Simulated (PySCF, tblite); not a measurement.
# C6H8F3P: geometry, infrared bands and NMR shifts

Aim: predict the infrared bands and NMR shifts of C6H8F3P (`CC1=C(C(F)(F)F)CCP1`).

Computed with tblite 0.8.0 and PySCF 2.14.0, with density-fitted response routines of our own, on a single molecule in the gas phase. Atoms are numbered from 0 throughout.

## Step 1: Starting geometry

18 atoms, charge 0, multiplicity 1; geometry from: force field or distance geometry start.

Bonds of the start (Å): C0–C1 1.50, C1–C2 1.33, C2–C3 1.51, C3–F4 1.34, C3–F5 1.36, C3–F6 1.35, C2–C7 1.51, C7–C8 1.53, C8–P9 1.85, P9–C1 1.88, C0–H10 1.09, C0–H11 1.09, C0–H12 1.10, C7–H13 1.09, C7–H14 1.10, C8–H15 1.09, C8–H16 1.10, P9–H17 1.42.

## Step 2: Relaxing the molecule with GFN2-xTB

Job settings and geometry (Å):

```
{"job": {"kind": "relax", "xc": "GFN2-xTB", "basis": "xTB"}, "charge": 0, "multiplicity": 1}
C      2.333500     0.067500     0.243500
C      0.881400    -0.291500     0.088400
C     -0.189600     0.483200    -0.059100
C     -0.256000     1.980500    -0.209600
F     -1.044100     2.337600    -1.238000
F     -0.791100     2.548400     0.904200
F      0.951700     2.556400    -0.413400
C     -1.522500    -0.217800    -0.153500
C     -1.373600    -1.633200     0.421000
P      0.388200    -2.108900     0.139400
H      2.877100    -0.195800    -0.663000
H      2.769800    -0.465100     1.091900
H      2.465400     1.137500     0.443900
H     -2.305300     0.314000     0.389900
H     -1.840900    -0.259900    -1.207700
H     -2.078800    -2.334800    -0.027300
H     -1.565600    -1.611700     1.502700
H      0.291600    -2.300200    -1.265000
```

Started as:

```bash
OMP_NUM_THREADS=1 python probes_run.py task.json out
```

This one command runs all jobs of the session in turn.

**Question.** This job is followed by: GFN2-xTB harmonic vibrations, gas phase; GIAO PBE0/pcSseg-1 NMR shielding, non-relativistic, gas phase. Predict these results of the whole session: strongest single infrared mode (GFN2-xTB); zero-point energy (GFN2-xTB); 13C shifts against TMS (PBE0/pcSseg-1); 1H shifts against TMS (PBE0/pcSseg-1, means over atoms taken as alike); 19F shifts against CFCl3 (PBE0/pcSseg-1, means over atoms taken as alike); 31P shifts against H3PO4 (PBE0/pcSseg-1); surface potential, 1st and 99th percentile.

As calculated:

| quantity | value |
| --- | --- |
| strongest single infrared mode (GFN2-xTB) | 1237 cm⁻¹, 168 km/mol |
| zero-point energy (GFN2-xTB) | 79.5 kcal/mol |
| 13C shifts against TMS (PBE0/pcSseg-1) | 157.2, 144.6, 131.9, 42.2, 23.1, 20.3 ppm |
| 1H shifts against TMS (PBE0/pcSseg-1, means over atoms taken as alike) | 4.28, 3.12, 2.35, 1.95 ppm |
| 19F shifts against CFCl3 (PBE0/pcSseg-1, means over atoms taken as alike) | -72.4 ppm |
| 31P shifts against H3PO4 (PBE0/pcSseg-1) | -57.9 ppm |
| surface potential, 1st and 99th percentile | -0.71 V and 0.95 V |

In words: Relaxing lowered the energy by 0.113 eV in 111 steps; the close pair that moved most is C1–P9, from 1.884 to 1.847 Å. All 48 modes are real, so the xTB geometry is a minimum. The strongest single mode, at 1237 cm⁻¹, is carried by C3, C2, H14. GFN2-xTB is a fitted tight-binding method: band positions and strengths are rough. Its intensities can rank the bands wrongly. At PBE0/pcSseg-1: The widest tensor belongs to P9: span 235 ppm, with a paramagnetic part of -590 ppm. At PBE0/pcSseg-1, counted by nearest atom on the grid, the HOMO lies on P9 40 %; C2 18 %, the LUMO on C1, C2 about 30 % each; H17 7 %.
